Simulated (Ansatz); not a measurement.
**C₃H₈AsB: a ladder of functionals and wavefunction methods**

An exercise on one series of results from a longer session: the logs are not shown, and one member is left open.

Program: Ansatz 0.2.0, Gaussian basis. Level of theory: functionals in def2-TZVPP, the program's frozen cores in correlated methods. These are calculated values, not measurements.

Levels to be run: PBE-D4, r2SCAN-D4, PBE0-D4, B3LYP-D4, ωB97X-V, ωB97M-V, B2PLYP; CCSD(T)/def2-TZVPP; MP2/def2-QZVPP; extrapolation to the limit.

**The geometry**

The geometry comes from an earlier relaxation with PBE0-D4 in a triple-zeta def2 set; it is a stationary point, not always the lowest conformer.

13 atoms, charge 0, spin multiplicity 1.

Atoms are counted from 1 here; the program's logs count them from 0.

Bond lengths: C1–As2 1.969 Å, C1–H6 1.088 Å, C1–H7 1.090 Å, C1–H8 1.090 Å, As2–B3 1.963 Å, As2–H9 1.517 Å, B3–C4 1.532 Å, B3–C5 1.530 Å, C4–C5 1.532 Å, C4–H10 1.086 Å, C4–H11 1.086 Å, C5–H12 1.086 Å, C5–H13 1.086 Å. Angles: As2–C1–H6 112.2°, As2–C1–H7 107.5°, As2–C1–H8 108.9°, H6–C1–H7 109.4°, H6–C1–H8 109.8°, H7–C1–H8 109.0°, C1–As2–B3 102.8°, C1–As2–H9 99.7°, B3–As2–H9 98.5°, As2–B3–C4 148.5°, As2–B3–C5 149.5°, C4–B3–C5 60.0°, B3–C4–C5 59.9°, B3–C4–H10 119.7°, B3–C4–H11 119.5°, C5–C4–H10 118.0°, C5–C4–H11 117.5°, H10–C4–H11 112.7° and more.

The first run:

Contents of in.yaml:

```yaml
crystal:
  periodic: [false, false, false]
  atoms:
    - {symbol: C, position_ang: [-2.394278, 0.007393, 0.357395]}
    - {symbol: As, position_ang: [-0.809239, -0.510589, 1.405049]}
    - {symbol: B, position_ang: [0.670603, -0.139013, 0.169514]}
    - {symbol: C, position_ang: [1.269015, -0.284725, -1.233538]}
    - {symbol: C, position_ang: [2.157215, 0.141272, -0.060797]}
    - {symbol: H, position_ang: [-2.338488, 1.036158, 0.008608]}
    - {symbol: H, position_ang: [-2.453674, -0.662392, -0.500240]}
    - {symbol: H, position_ang: [-3.283337, -0.125988, 0.972866]}
    - {symbol: H, position_ang: [-0.676707, 0.713947, 2.290210]}
    - {symbol: H, position_ang: [1.420590, -1.274974, -1.653842]}
    - {symbol: H, position_ang: [1.045130, 0.462049, -1.990297]}
    - {symbol: H, position_ang: [2.513965, 1.167368, -0.049187]}
    - {symbol: H, position_ang: [2.899706, -0.565205, 0.299056]}
basis:
  gaussian: {orbitals: def2-TZVPP}
hamiltonian: {xc: pbe, dispersion: d4}
output: {forces: true, orbitals: {seedname: orbitals}}
```

Launch:

```sh
> ansatz run in.yaml --threads 2 --pin off --events-out ev --progress --plain --max-ram 22528MiB --backend cuda --devices 0, --max-vram 18GiB
```

Steps of the session up to this table: PBE-D4 (GGA); r2SCAN-D4 (meta-GGA); PBE0-D4 (hybrid); B3LYP-D4 (hybrid); ωB97X-V (range-separated); ωB97M-V (range-separated); B2PLYP (double hybrid); CCSD(T) in def2-TZVPP; MP2 in def2-QZVPP.

One of the session's tables, all rows but one given; the rest of the session is left out.

| method | atomisation energy (kJ/mol) |
| --- | --- |
| PBE-D4 | 4881.7 |
| r2SCAN-D4 | 4806.5 |
| PBE0-D4 | 4818.3 |
| B3LYP-D4 | 4788.6 |
| ωB97X-V | 4797.7 |
| ωB97M-V | 4785.1 |
| B2PLYP | 4727.6 |
| HF/def2-TZVPP | 3526.6 |
| MP2/def2-TZVPP | 4695.9 |
| CCSD/def2-TZVPP | ? |
| CCSD(T)/def2-TZVPP | 4648.8 |
| MP2/CBS | 4799.2 |
| CCSD(T)/CBS | 4752.2 |

Q: Estimate the row for CCSD/def2-TZVPP from the others.

**Answer.** atomisation energy (kJ/mol): 4583.0. In the column «atomisation energy (kJ/mol)» it lies between HF/def2-TZVPP (3526.6) and CCSD(T)/def2-TZVPP (4648.8).
